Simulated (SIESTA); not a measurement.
# DyAgB4F16 in SIESTA: the effect of functional

DyAgB4F16:

```
CELL_PARAMETERS angstrom
5.40539 -0.12478 -0.02960
0.15132 6.87214 0.16225
0.52959 1.25889 9.42097
ATOMIC_POSITIONS crystal
Dy 0.51926 0.02752 0.47238
Ag 0.00308 0.96247 0.98684
B 0.98119 0.21513 0.31959
B 0.55178 0.22688 0.79930
B 0.47337 0.81347 0.22481
B 0.99486 0.73882 0.66272
F 0.19674 0.24063 0.39809
F 0.91781 0.00730 0.35012
F 0.01586 0.28058 0.17896
F 0.77162 0.30239 0.38449
F 0.47614 0.41013 0.81522
F 0.80733 0.19785 0.81155
F 0.42093 0.07423 0.88754
F 0.50163 0.19842 0.64733
F 0.25481 0.75420 0.17645
F 0.46718 0.02640 0.22928
F 0.49267 0.73816 0.37648
F 0.68047 0.76644 0.14835
F 0.00443 0.57478 0.60200
F 0.19811 0.87672 0.59928
F 0.00419 0.71679 0.80764
F 0.76655 0.85071 0.62158
```

The cell was built by a generator and needn't be a form met in nature.

Alike in all runs:

- Program: SIESTA 5.4.2
- Task: band structure
- Basis: DZP (energy shift 0.003 Ry; two zetas on semicore shells)
- Grid cutoff: 800 Ry
- Energy shift: 0.003 Ry
- k mesh: 5 × 4 × 3
- Occupations: fermi-dirac, width 0.05 eV
- Spin: collinear spin, ferromagnetic start
- Starting moments: [5.0, 0.0, 0.0, 0.0, 0.0, 0.0, 0.0, 0.0, 0.0, 0.0, 0.0, 0.0, 0.0, 0.0, 0.0, 0.0, 0.0, 0.0, 0.0, 0.0, 0.0, 0.0] μB

| functional | potentials or basis | gap on the mesh (eV) | pressure (GPa) | largest force (eV/Å) |
| --- | --- | --- | --- | --- |
| LDA | PseudoDojo 0.4 standard with PseudoDojo 3+ lanthanides (4f in the core) (PBE and LDA files) | 4.08 | -4.6 | 0.29 |
| PBEsol | PseudoDojo 0.4 standard with PseudoDojo 3+ lanthanides (4f in the core) (PBE and PBEsol files) | 4.27 | -1.4 | 0.43 |
| RPBE | PseudoDojo 0.4 standard with PseudoDojo 3+ lanthanides (4f in the core) (PBE files) | 4.46 | 2.4 | 0.74 |
| BLYP | PseudoDojo 0.4 standard with PseudoDojo 3+ lanthanides (4f in the core) (PBE files) | 4.24 | 2.5 | 0.93 |
| AM05 | PseudoDojo 0.4 standard with PseudoDojo 3+ lanthanides (4f in the core) (PBE and PBEsol files) | ? | ? | ? |

Q: What does the run with functional AM05 give?

A: gap on the mesh 4.39 eV; pressure -0.6 GPa; largest force 0.55 eV/Å.

Caveats: the magnetic or orbital state may not be the lowest; the potentials were made for another functional, which shifts forces and pressure; short orbitals over semicore shells can move pressures by several GPa; spin-orbit coupling is left out, which moves the levels of the heavy elements; the 4f electrons are frozen in the core as for a trivalent ion, so they carry no moment and show no levels; the basis of atomic orbitals isn't converged, which shifts pressures, moduli and gaps.

Runs at the PBE level aren't shown here.
